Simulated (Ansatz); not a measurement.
# One shape, several levels: SnTe (SMILES [Sn][Te])

We compute a comparison of 6 runs (HF/STO-3G, PBE/STO-3G, PBE0/STO-3G, UB3LYP/STO-3G, UPBE/STO-3G, BCCD(T)/STO-3G) of SnTe. 

Program for the calculation: Ansatz 0.2.0.

48 further runs of the same task are left out: 11 that didn't finish, 37 set aside as unsound or not needed.

## Step 1: The system as given

The species is SnTe (2 atoms), meant as a singlet with charge 0. SMILES: `[Sn][Te]`. The Te2–Sn1 distance was set to 3.171 Å, away from the relaxed value.

Bond lengths: Sn1–Te2 3.171 Å.

## Step 2: The energy at HF/STO-3G (run 1)

The input, run.yaml:

```yaml
crystal:
  periodic: [false, false, false]
  atoms:
    - {symbol: Sn, position_ang: [0.000000, 0.000000, -0.634230]}
    - {symbol: Te, position_ang: [0.000000, 0.000000, 2.536770]}
basis:
  gaussian: {orbitals: STO-3G}
hamiltonian: {xc: hf}
accuracy: high
total_charge: 0
```

Launch:

```bash
$ ansatz run run.yaml --threads 1 --pin off --max-ram 2610MiB --events-out events.jsonl --progress --plain --runs-dir runs
```

The program printed:

```text
Warning: RAYON_NUM_THREADS=1 ignored (pool sized by the plan → 1); use --threads N
Functional definition: HF
  name "HF"
  exchange = exact_x
  correlation = 0
806 factors; integrals over basis functions are off by at most 5.2e-9 eV
mean field evaluation 1: about -340416.9319 eV, gradient 2.1e1 eV
mean field evaluation 2: about -340416.9673 eV, gradient 2.1e1 eV
mean field evaluation 4: about -340423.3997 eV, gradient 6.3e0 eV
mean field evaluation 8: about -340423.7856 eV, gradient 4.9e-2 eV
mean field evaluation 16: about -340418.5104 eV, gradient 1.3e1 eV
mean field evaluation 32: about -340423.3680 eV, gradient 6.3e0 eV
mean field -340423.77863710 eV, -12510.3431173886 hartree, gradient 5.9e-8 eV, S^2 0.000000; 0 other end points of the search recorded, 0 dependent functions left out
reference -340423.77863710 eV, -12510.3431173886 hartree; 51, 51 occupied and 3, 3 virtual orbitals, 806 factors
Total energy: -340423.77863710 eV, -12510.3431173886 hartree
```

It took 0.62 s on 1 thread of AMD EPYC 9R45 (Zen 5), shared host; peak memory 0.15 GiB.

## Step 3: A single-point energy at PBE/STO-3G (run 2)

The input, job.yaml:

```yaml
crystal:
  periodic: [false, false, false]
  atoms:
    - {symbol: Sn, position_ang: [0.000000, 0.000000, -0.634230]}
    - {symbol: Te, position_ang: [0.000000, 0.000000, 2.536770]}
basis:
  gaussian:
    orbitals: STO-3G
hamiltonian:
  xc: pbe
accuracy: high
```

Launch:

```bash
$ ansatz run job.yaml --threads 1 --pin off --max-ram 2610MiB --events-out events.jsonl --progress --plain --runs-dir runs
```

The program printed:

```text
Warning: RAYON_NUM_THREADS=1 ignored (pool sized by the plan → 1); use --threads N
Functional definition: PBE
  name "PBE"
  parameter kappa = 0.804
  parameter beta = 0.06672455060314922
  exchange = pbe_x(kappa = kappa, mu = beta*pi^2/3)
  correlation = pbe_c(beta = beta)
806 factors; integrals over basis functions are off by at most 5.2e-9 eV
mean field evaluation 1: about -340495.4099 eV, gradient 2.3e1 eV
mean field evaluation 2: about -340407.5889 eV, gradient 5.0e1 eV
mean field evaluation 4: about -340492.2823 eV, gradient 2.5e1 eV
mean field evaluation 8: about -340503.6320 eV, gradient 4.4e-2 eV
mean field evaluation 16: about -340493.9272 eV, gradient 1.8e1 eV
mean field evaluation 32: about -340502.7263 eV, gradient 4.6e0 eV
mean field evaluation 64: about -340503.4410 eV, gradient 2.9e0 eV
mean field -340503.61279604 eV, -12513.2769686162 hartree, gradient 1.6e-9 eV, S^2 0.000000; 6 other end points of the search recorded, 0 dependent functions left out
reference -340503.61279800 eV, -12513.2769686882 hartree; 51, 51 occupied and 3, 3 virtual orbitals, 806 factors
Total energy: -340503.61279800 eV, -12513.2769686882 hartree
```

Wall time 2.1 s (1 thread of AMD EPYC 9R45 (Zen 5), shared host); peak memory 0.14 GiB.

Runs 3 to 5 aren't shown in full; the table further down has their settings and results.

## Step 4: A single-point energy at BCCD(T)/STO-3G (run 6)

The input, run.yaml:

```yaml
basis:
  gaussian:
    orbitals: STO-3G
crystal:
  periodic: [false, false, false]
  atoms:
    - {symbol: Sn, position_ang: [0.000000, 0.000000, -0.634230]}
    - {symbol: Te, position_ang: [0.000000, 0.000000, 2.536770]}
correlation:
  method: bccd_t
  frozen_orbitals: {Sn: 18, Te: 18}
accuracy: high
scf:
  omitted_lower_state_checks: [cluster_reference, increment]
```

Launch:

```bash
$ ansatz run run.yaml --threads 1 --pin off --max-ram 2610MiB --events-out events.jsonl --progress --plain --runs-dir runs
```

The program printed, shortened:

```text
Warning: RAYON_NUM_THREADS=1 ignored (pool sized by the plan → 1); use --threads N
Functional definition: HF
  name "HF"
[...]
806 factors; integrals over basis functions are off by at most 5.2e-9 eV
[...]
mean field -340423.77863710 eV, -12510.3431173886 hartree, gradient 5.9e-8 eV, S^2 0.000000; 6 other end points of the search recorded, 0 dependent functions left out; unrestricted orbitals would lower it
36 core orbitals not correlated: weight in the atoms' cores, before any rotation towards them, 1.000 or more for the frozen orbitals, at most 0.000 for the correlated occupied ones
reference -340423.77863710 eV, -12510.3431173886 hartree; 15, 15 occupied and 3, 3 virtual orbitals, 806 factors
second order -1.83721560 eV of doubles, -0.00000000 eV of singles
cycle   1  -1.24703649 eV  change    5.9e-1 eV  update   3.3e-1
[...]
cycle  20  -2.12886832 eV  change  -4.6e-10 eV  update   3.1e-9
perturbative correction -0.83206754 eV, -0.0305779181 hartree
Total energy: -340426.73957296 eV, -12510.4519297745 hartree
Checks for a lower state left out: cluster_reference, increment
```

Run time: 1.7 s. Hardware: 1 thread of AMD EPYC 9R45 (Zen 5), shared host; peak memory 0.17 GiB.

## Step 5: All runs side by side

```csv
run,level,frozen core orbitals,energy (Eh),wall time
1,HF/STO-3G,–,-12510.343117,0.62 s
2,PBE/STO-3G,–,-12513.276969,2.1 s
3,PBE0/STO-3G,–,-12513.940878,1.1 s
4,UB3LYP/STO-3G,–,-12514.493607,3.3 s
5,UPBE/STO-3G,–,-12513.277610,5.7 s
6,BCCD(T)/STO-3G,36,-12510.451930,1.7 s
```

## Step 6: Summary of results

| quantity | value |
| --- | --- |
| run 6: total energy | -12510.45193 Eh |
| run 6: correlation energy (36 core orbitals frozen) | -108.8 mEh |
| run 6: (T) correction | -30.58 mEh |

Totals of different functionals can't be ranked against each other. In run 6 the log says that unrestricted orbitals would lower the reference, so the values rest on an unstable closed-shell determinant (other closed-shell runs at this shape may share the fault). In runs 1, 2, 3, 4, 5, 6 the basis is minimal, so the values are rough. In runs 1, 2, 3, 4, 5, 6 relativity is left out where basis or elements ask for it. Spin contamination of the reference: run 4 ⟨S²⟩ = 0.48, run 5 ⟨S²⟩ = 0.27. All runs together took 15 s, the longest 5.7 s.
